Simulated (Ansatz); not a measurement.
What does this script print? It uses the Python package of Ansatz (0.2.0).

The script, `geh5nos.py`:
```python
import warnings

import ansatz as az
from ase import Atoms


def main() -> None:
    warnings.simplefilter("ignore", az.DeckWarning)

    atoms = Atoms(["N", "Ge", "O", "S", "H", "H", "H", "H", "H"], positions=[
        [-0.1293, 0.7995, -1.3431],
        [0.3974, -0.2097, 0.0707],
        [0.6794, -1.8705, -0.5169],
        [-1.0914, -0.2351, 1.6416],
        [-1.0851, 0.4351, -1.6921],
        [-0.3877, 1.806, -0.9661],
        [1.7326, 0.3936, 0.6606],
        [1.0865, -2.3345, 0.2889],
        [-1.1139, 1.1694, 1.8392],
    ])

    first = az.Crystal.molecule_from_ase(atoms).calculation()
    first = first.basis(gaussian="def2-SVP").functional("pbe", dispersion="d3bj")
    first = first.relax(force_tolerance=0.02, max_steps=80)
    atoms.positions = first.run(threads=1).report["positions_ang"]

    rows = []
    for angle in [90, 100, 110, 120, 135, 150, 165, 179]:
        bent = atoms.copy()
        bent.set_angle(1, 2, 7, angle, indices=[7])
        model = (
            az.Crystal.molecule_from_ase(bent).calculation()
            .basis(gaussian="def2-SVP")
            .functional("pbe", dispersion="d3bj")
        )
        rows.append((angle, model.run(threads=1).report["free_energy_ev"]))
    floor = min(e for _, e in rows)
    for angle, e in rows:
        print(f"angle Ge1-O2-H7 = {angle:3d} deg   {1000 * (e - floor):9.1f} meV")


if __name__ == "__main__":
    main()
```

```console
$ python geh5nos.py
angle Ge1-O2-H7 =  90 deg       154.5 meV
angle Ge1-O2-H7 = 100 deg        25.8 meV
angle Ge1-O2-H7 = 110 deg         0.0 meV
angle Ge1-O2-H7 = 120 deg        50.2 meV
angle Ge1-O2-H7 = 135 deg       217.0 meV
angle Ge1-O2-H7 = 150 deg       424.4 meV
angle Ge1-O2-H7 = 165 deg       594.9 meV
angle Ge1-O2-H7 = 179 deg       665.9 meV
```

The scan is rigid, and the energies are electronic, in a modest basis. The zero is the lowest point of the grid, which needn't be the minimum. Timing: 2.2 min on 1 thread of Arm Neoverse V1, with other jobs on the host, peak memory 0.22 GiB.

(Lines on the test bed's own set-up are left out of the output.)
